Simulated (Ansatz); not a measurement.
# AlHOSe (SMILES [O]1[AlH][Se]1): single points off equilibrium

The task here is to estimate one member of a computed series from the others.

Method: single points in def2-TZVPP; program: Ansatz 0.2.0, Gaussian basis.

Correlated methods freeze the cores. Filled d shells of the heavier atoms are correlated.

### The starting structure

4 atoms, charge 0, spin multiplicity 1.

Atoms are counted from 1 here; the program's logs count them from 0.

Bond lengths: O1–Al2 1.748 Å, O1–Se3 2.014 Å, Al2–Se3 2.286 Å, Al2–H4 1.520 Å. Angles: Al2–O1–Se3 74.5°, O1–Al2–Se3 58.1°, O1–Al2–H4 141.2°, Se3–Al2–H4 160.4°, O1–Se3–Al2 47.4°.

Geometry (Å):

```mol
AlHOSe
  3D, bonds by distance, orders not assigned

  4  4  0  0  0  0  0  0  0  0999 V2000
   -1.1478   -0.6879   -0.1411 O   0  0
    0.1535    0.4777   -0.0905 Al  0  0
    0.4308   -1.6756    0.6260 Se  0  0
    0.4808    1.9061   -0.4947 H   0  0
  1  2  8  0
  1  3  8  0
  2  3  8  0
  2  4  8  0
M  END
```

Set-up of the first run:

run/in.yaml reads:

```yaml
crystal:
  periodic: [false, false, false]
  atoms:
    - {symbol: O, position_ang: [-1.147777, -0.687943, -0.141109]}
    - {symbol: Al, position_ang: [0.153517, 0.477684, -0.090511]}
    - {symbol: Se, position_ang: [0.430830, -1.675568, 0.625973]}
    - {symbol: H, position_ang: [0.480790, 1.906122, -0.494723]}
basis:
  gaussian: {orbitals: def2-TZVPP}
hamiltonian: {xc: pbe, dispersion: d4}
output: {forces: true}
```

Started as:

```
$ ansatz run in.yaml --threads 2 --pin off --events-out ev --progress --plain --max-ram 3481MiB
```

Steps of the session up to this table: PBE-D4/def2-TZVPP; r2SCAN-D4/def2-TZVPP; PBE0-D4/def2-TZVPP; wB97M-V/def2-TZVPP; CCSD(T)/def2-TZVPP.

One table of the session follows, with a row left open; its other results are not shown here.

```
   method  RMS force component (eV/Å)  angle to CCSD(T) forces (°)  dipole (D)
   PBE-D4                           ?                            ?           ?
r2SCAN-D4                       0.707                          4.8        3.45
  PBE0-D4                       0.806                         11.7        3.54
  wB97M-V                       0.784                         16.4        3.67
  CCSD(T)                       0.602                    reference        3.52
```

Q: Estimate the row for PBE-D4 from the others.

**Answer.** RMS force component (eV/Å): 0.542; angle to CCSD(T) forces (°): 12.6; dipole (D): 3.25. In the column «RMS force component (eV/Å)» it is the lowest.

Caveats from the session: CCSD(T) in triple zeta still lacks some correlation energy of the bonds, so part of these gaps is its own basis error and they don't rank the functionals.
